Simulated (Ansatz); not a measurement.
**WSi+ (quartet): from Hartree-Fock to the top rungs, def2-QZVPP**

One table from this session's results is given with a row withheld; the runs are named, their logs left out.

The runs use Ansatz 0.2.0, Gaussian basis; def2-QZVPP, core rule «outside noble gas», up to 9 orbitals frozen.

The runs, in order: UHF; ROHF; CCSD(T) on UHF.

### The system

The geometry is a PBE0/def2-TZVP stationary point (not a proven minimum) of the parent state, kept for this charge and spin. No spin-orbit coupling is included. Elements past krypton take def2 core potentials.

2 atoms, charge 1, spin multiplicity 4.

Atoms are counted from 1 here; the program's logs count them from 0.

Bond lengths: W1–Si2 2.328 Å.

The first run:

in.yaml reads:

```yaml
crystal:
  periodic: [false, false, false]
  atoms:
    - {symbol: W, position_ang: [0.000000, 0.000000, 0.000000]}
    - {symbol: Si, position_ang: [0.000000, 0.000000, 2.328000]}
basis:
  gaussian: {orbitals: "def2-QZVPP.json"}
total_charge: 1
magnetization: {spin_polarized: true, initial_magnetization: 3}
hamiltonian: {xc: hf}
output: {orbitals: {seedname: orbitals}}
```

Started as:

```sh
$ ansatz run in.yaml --threads 1 --pin off --events-out ev --progress --plain --max-ram 4096MiB --backend cpu
```

Steps of the session up to this table: UHF; ROHF; CCSD(T) on UHF.

One table of the session follows, with a row left open; its other results are not shown here.

It belongs to the step «Misses and costs». 

```
  method  from UCCSD(T) (meV)
    ROHF              +7195.0
    UMP2              +1495.7
   UCCSD                    ?
UCCSD(T)                    0
```

Estimate the missing values for UCCSD.

**Answer.** from UCCSD(T) (meV): +445.5. In the column «from UCCSD(T) (meV)» it lies between UCCSD(T) (0) and UMP2 (+1495.7).

Left out of the table: UHF (another determinant or state than the rows shown).

Limits of these values: The determinant is far from a pure spin state, so its energy mixes those of several spin states (harmless only where they are near-degenerate, as at dissociation). Warnings: spin contamination; coupled cluster took another determinant than the lowest.
